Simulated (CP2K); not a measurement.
**One shape, several levels: AlGeH4Cl (SMILES [Cl][AlH][GeH3])**

Aim: a comparison of 3 runs (B3LYP/6-31G*, AM1, GFN1-xTB) of AlGeH4Cl. 

Program for the calculation: CP2K 2026.2.

2 further runs of the same task are left out: 1 that didn't finish, 1 set aside as unsound or not needed.

### 1 The molecule

The species is AlGeH4Cl (7 atoms), meant as a singlet with charge 0. As SMILES, `[Cl][AlH][GeH3]`. One bond was lengthened or shortened from a relaxed shape.

Bond lengths: Cl1–Al2 2.102 Å, Al2–Ge3 2.838 Å, Al2–H4 1.580 Å, Ge3–H5 1.540 Å, Ge3–H6 1.540 Å, Ge3–H7 1.540 Å. Angles: Cl1–Al2–Ge3 116.8°, Cl1–Al2–H4 116.5°, Ge3–Al2–H4 126.7°, Al2–Ge3–H5 111.0°, Al2–Ge3–H6 111.0°, Al2–Ge3–H7 112.3°, H5–Ge3–H6 107.2°, H5–Ge3–H7 107.6°, H6–Ge3–H7 107.6°.

### 2 A single-point energy at B3LYP/6-31G(d) (spherical functions) (run 1)

Contents of qs.inp:

```
&GLOBAL
   PROJECT_NAME qs
   RUN_TYPE ENERGY
   PRINT_LEVEL MEDIUM
&END GLOBAL

&FORCE_EVAL
   METHOD Quickstep
   &DFT
      BASIS_SET_FILE_NAME ./6_31gs.basis
      POTENTIAL_FILE_NAME POTENTIAL
      CHARGE 0
      MULTIPLICITY 1
      &QS
         METHOD GAPW
         EPS_DEFAULT 1.0E-10
      &END QS
      ! real-space grids
      &MGRID
         CUTOFF 280
         REL_CUTOFF 50
         NGRIDS 4
      &END MGRID
      ! isolated system
      &POISSON
         PERIODIC NONE
         POISSON_SOLVER MULTIPOLE
      &END POISSON
      &SCF
         SCF_GUESS ATOMIC
         EPS_SCF 1.0E-07
         MAX_SCF 150
         ADDED_MOS 10
         &DIAGONALIZATION
            ALGORITHM STANDARD
         &END DIAGONALIZATION
         &MIXING
            METHOD DIRECT_P_MIXING
            ALPHA 0.4
         &END MIXING
      &END SCF
      &XC
         &XC_FUNCTIONAL
            &HYB_GGA_XC_B3LYP
            &END HYB_GGA_XC_B3LYP
         &END XC_FUNCTIONAL
         ! exact exchange
         &HF
            FRACTION 0.2
            &SCREENING
               EPS_SCHWARZ 1.0E-10
               SCREEN_ON_INITIAL_P F
            &END SCREENING
            &INTERACTION_POTENTIAL
               POTENTIAL_TYPE COULOMB
            &END INTERACTION_POTENTIAL
            &MEMORY
               MAX_MEMORY 1050
            &END MEMORY
         &END HF
      &END XC
      &PRINT
         &MOMENTS
            PERIODIC F
            REFERENCE COM
            MAX_MOMENT 1
         &END MOMENTS
         &MO ON
            ENERGIES T
            OCCUPATION_NUMBERS T
            NDIGITS 6
            &EACH
               QS_SCF 0
            &END EACH
            ADD_LAST NUMERIC
         &END MO
         &LOWDIN ON
         &END LOWDIN
         &HIRSHFELD OFF
         &END HIRSHFELD
      &END PRINT
   &END DFT
   &SUBSYS
      ! box in angstrom
      &CELL
         ABC [angstrom] 11.7 11.9 9.4
         PERIODIC NONE
      &END CELL
      &COORD
         Cl    -2.638288    -1.868407    -0.091227
         Al    -0.564388    -1.655907     0.180173
         Ge     0.501100     0.959800    -0.093300
         H      0.240512    -2.973207     0.515673
         H      0.225700     1.522500    -1.499900
         H     -0.144000     1.926400     0.916800
         H      2.023700     0.997300     0.133100
      &END COORD
      &TOPOLOGY
         &CENTER_COORDINATES
         &END CENTER_COORDINATES
      &END TOPOLOGY
      &KIND Cl
         BASIS_SET 6-31Gs
         POTENTIAL ALL
         LEBEDEV_GRID 194
         RADIAL_GRID 100
      &END KIND
      &KIND Al
         BASIS_SET 6-31Gs
         POTENTIAL ALL
         LEBEDEV_GRID 194
         RADIAL_GRID 100
      &END KIND
      &KIND Ge
         BASIS_SET 6-31Gs
         POTENTIAL ALL
         LEBEDEV_GRID 194
         RADIAL_GRID 100
      &END KIND
      &KIND H
         BASIS_SET 6-31Gs
         POTENTIAL ALL
         LEBEDEV_GRID 194
         RADIAL_GRID 100
      &END KIND
   &END SUBSYS
&END FORCE_EVAL
```

Launch:

```bash
OMP_NUM_THREADS=1 cp2k.psmp qs.inp > qs.out
```

The program printed:

```text
CP2K| version string:                                       CP2K version 2026.2
[...]
 GLOBAL| Method name                                                        CP2K
[...]
 GLOBAL| Run type                                                         ENERGY
[...]
 DFT| Spin restricted Kohn-Sham (RKS) calculation                            RKS
 DFT| Multiplicity                                                             1
[...]
 DFT| Charge                                                                   0
[...]
 FUNCTIONAL| HYB_GGA_XC_B3LYP:
[...]
 QS| Method:                                                                GAPW
[...]
 QS| Density cutoff [a.u.]:                                                140.0
[...]
 QS| Relative density cutoff [a.u.]:                                        25.0
[...]
                             - Atoms:                                          7
[...]
                             - Spherical basis functions:                     76
[...]
 Number of electrons:                                                         66
[...]
     1 P_Mix/Diag. 0.40E+00    8.7     0.49307455     -2781.9377531853 -2.78E+03
[...]
    13 DIIS/Diag.  0.84E-07    1.6     0.00000006     -2781.8433130870  0.00E+00
  *** SCF run converged in    13 steps ***
[...]
  Overlap energy of the core charge distribution:               0.00001435852171
  Self energy of the core charge distribution:               -845.36189732143453
  Core Hamiltonian energy:                                  -2100.37607512423756
  Hartree energy:                                             199.41719718064445
  Exchange-correlation energy:                                -19.14202574537067
  Hartree-Fock Exchange energy:                               -24.88845771178945
[...]
                     Mulliken Population Analysis
 #  Atom  Element  Kind  Atomic population                           Net charge
       1     Cl       1         17.247699                             -0.247699
       2     Al       2         12.565983                              0.434017
       3     Ge       3         32.236611                             -0.236611
       4     H        4          1.067848                             -0.067848
       5     H        4          0.959378                              0.040622
       6     H        4          0.958821                              0.041179
       7     H        4          0.963659                              0.036341
 # Total charge                             66.000000                 -0.000000
[...]
 ENERGY| Total FORCE_EVAL ( QS ) energy [hartree]          -2781.843313087010301
[...]
```

Run time: 29 s. Hardware: 1 thread of Arm Neoverse V2, shared host; peak memory 0.69 GiB.

### 3 The energy at AM1 (run 2)

Contents of molecule.xyz:

```xyz
7

Cl    -2.638288    -1.868407    -0.091227
Al    -0.564388    -1.655907     0.180173
Ge     0.501100     0.959800    -0.093300
H      0.240512    -2.973207     0.515673
H      0.225700     1.522500    -1.499900
H     -0.144000     1.926400     0.916800
H      2.023700     0.997300     0.133100
```

Contents of gas.inp:

```
&FORCE_EVAL
 METHOD QUICKSTEP
 &DFT
  &QS
   METHOD AM1
   EPS_DEFAULT 1.0E-10
   &SE
    &COULOMB
     CUTOFF [angstrom] 50
     RC_RANGE [angstrom] 0
    &END COULOMB
    &EXCHANGE
     CUTOFF [angstrom] 50
     RC_RANGE [angstrom] 0
    &END EXCHANGE
   &END SE
  &END QS
  &POISSON
   PERIODIC NONE
   POISSON_SOLVER ANALYTIC
  &END POISSON
  # self-consistent field
  &SCF
   SCF_GUESS ATOMIC
   EPS_SCF 1.0E-06
   MAX_SCF 40
   &OT
    MINIMIZER DIIS
    PRECONDITIONER FULL_ALL
   &END OT
   &OUTER_SCF
    EPS_SCF 1.0E-06
    MAX_SCF 10
   &END OUTER_SCF
  &END SCF
  # extra output
  &PRINT
   &MOMENTS
    PERIODIC F
    REFERENCE COM
    MAX_MOMENT 1
   &END MOMENTS
   &MO_CUBES
    NLUMO 1
    NHOMO -1
    WRITE_CUBE F
   &END MO_CUBES
   &HIRSHFELD OFF
   &END HIRSHFELD
  &END PRINT
 &END DFT
 &SUBSYS
  &CELL
   ABC 14.7 14.9 12.4
   PERIODIC NONE
  &END CELL
  &TOPOLOGY
   COORD_FILE_NAME molecule.xyz
   COORD_FILE_FORMAT XYZ
   &CENTER_COORDINATES
   &END CENTER_COORDINATES
  &END TOPOLOGY
 &END SUBSYS
&END FORCE_EVAL
&GLOBAL
 PROJECT_NAME gas
 RUN_TYPE ENERGY
 PRINT_LEVEL MEDIUM
&END GLOBAL
```

Launch:

```bash
OMP_NUM_THREADS=1 cp2k.psmp gas.inp > gas.out
```

The program printed:

```text
CP2K| version string:                                       CP2K version 2026.2
[...]
 GLOBAL| Method name                                                        CP2K
[...]
 GLOBAL| Run type                                                         ENERGY
[...]
                             - Atoms:                                          7
[...]
                             - Spherical basis functions:                     16
[...]
 Number of electrons:                                                         18
[...]
     1 OT DIIS     0.15E+00    0.0     0.46795778       -17.8198228549 -1.78E+01
[...]
     5 OT DIIS     0.15E+00    0.0     0.00000058       -20.5934917324 -1.10E-10
  *** SCF run converged in     5 steps ***
  Core-core repulsion energy [eV]:                            543.88822248339909
  Core Hamiltonian energy [eV]:                              -882.20202930133587
  Two-electron integral energy [eV]:                         -444.12720332052334
  Electronic energy [eV]:                                   -1104.26563096159748
  Total energy [eV]:                                         -560.37740847819839
  Atomic reference energy [eV]:                               560.53608519739942
  Heat of formation [kcal/mol]:                                 3.65917236285926
[...]
 SE_DIPOLE| Moment [Debye]         -1.02455272       0.47147955      -0.22903538
 SE_DIPOLE| Derivative [a.u.]       0.00000000       0.00000000       0.00000000
 *** WARNING in qs_scf_post_se.F:140 :: Printing of MO cube files not ***
 *** implemented for Semi-Empirical method.                           ***
 ENERGY| Total FORCE_EVAL ( QS ) energy [hartree]            -20.593491732438348
[...]
```

Wall time 0.46 s (1 thread of Arm Neoverse V2, shared host).

### 4 The energy at GFN1-xTB (run 3)

Contents of molecule.inp:

```
&GLOBAL
  PROJECT molecule
  RUN_TYPE ENERGY
  PRINT_LEVEL MEDIUM
&END GLOBAL
&FORCE_EVAL
  METHOD QS
  &DFT
    CHARGE 0
    MULTIPLICITY 1
    &QS
      METHOD XTB
      EPS_DEFAULT 1.0E-10
      &XTB
        GFN_TYPE 1
        CHECK_ATOMIC_CHARGES F
      &END XTB
    &END QS
    &POISSON
      PERIODIC NONE
      POISSON_SOLVER ANALYTIC
    &END POISSON
    &SCF
      SCF_GUESS ATOMIC
      EPS_SCF 1.0E-06
      MAX_SCF 150
      &DIAGONALIZATION
        ALGORITHM STANDARD
      &END DIAGONALIZATION
      &MIXING
        METHOD BROYDEN_MIXING
        ALPHA 0.3
        NBUFFER 8
      &END MIXING
    &END SCF
    &PRINT
      &MOMENTS
        PERIODIC F
        REFERENCE COM
        MAX_MOMENT 1
      &END MOMENTS
      &MO ON
        ENERGIES T
        OCCUPATION_NUMBERS T
        NDIGITS 6
        &EACH
          QS_SCF 0
        &END EACH
        ADD_LAST NUMERIC
      &END MO
      &HIRSHFELD OFF
      &END HIRSHFELD
    &END PRINT
  &END DFT
  &SUBSYS
    &CELL
      ABC [angstrom] 12.7 12.9 10.4
      PERIODIC NONE
    &END CELL
    &COORD
      Cl    -2.638288    -1.868407    -0.091227
      Al    -0.564388    -1.655907     0.180173
      Ge     0.501100     0.959800    -0.093300
      H      0.240512    -2.973207     0.515673
      H      0.225700     1.522500    -1.499900
      H     -0.144000     1.926400     0.916800
      H      2.023700     0.997300     0.133100
    &END COORD
    &TOPOLOGY
      &CENTER_COORDINATES
      &END CENTER_COORDINATES
    &END TOPOLOGY
  &END SUBSYS
&END FORCE_EVAL
```

Launch:

```bash
OMP_NUM_THREADS=1 cp2k.psmp -i molecule.inp > molecule.out 2>&1
```

The program printed:

```text
CP2K| version string:                                       CP2K version 2026.2
[...]
 GLOBAL| Method name                                                        CP2K
[...]
 GLOBAL| Run type                                                         ENERGY
[...]
                             - Atoms:                                          7
[...]
                             - Spherical basis functions:                     35
[...]
 Number of electrons:                                                         18
[...]
     1 NoMix/Diag. 0.30E+00    0.0     2.10763769        -9.2597553111 -9.26E+00
[...]
    48 Broy./Diag. 0.30E+00    0.0     0.00000084        -9.4077244152  1.44E-06
  *** SCF run converged in    48 steps ***
[...]
 TB_DIPOLE| Moment [Debye]          0.84848101      -0.20614077       0.15996610
 TB_DIPOLE| Derivative [a.u.]       0.00000000       0.00000000       0.00000000
[...]
 ENERGY| Total FORCE_EVAL ( QS ) energy [hartree]             -9.407724415161313
[...]
```

Run time: 0.28 s. Hardware: 1 thread of Arm Neoverse V2, shared host.

### 5 All runs side by side

```csv
run,level,scheme,SCF convergence threshold,energy (Eh),dipole moment (D),HOMO energy (eV),wall time
1,B3LYP/6-31G* (spherical functions),GAPW,1e-07,-2781.843313,1.36,-7.07,29 s
2,AM1,–,1e-06,-20.593492,1.15,–,0.46 s
3,GFN1-xTB,–,1e-06,-9.407724,0.89,-11.37,0.28 s
```

### 6 Outcome

| quantity | value |
| --- | --- |
| run 3: total energy | -9.40772 Eh |
| run 3: dipole moment (from atomic charges alone) | 0.89 D |
| run 3: HOMO energy | -11.37 eV |
| run 3: dispersion energy | -5.20 kJ/mol |

The dipole moment (its size) runs from 0.89 D (GFN1-xTB) to 1.36 D (B3LYP/6-31G*). The two ends differ in method and basis and Hamiltonian. Some of these are taken from atomic charges alone. Force-field and semi-empirical energies have zeros of their own, so their totals don't compare. All runs together took 30 s, the longest 29 s.
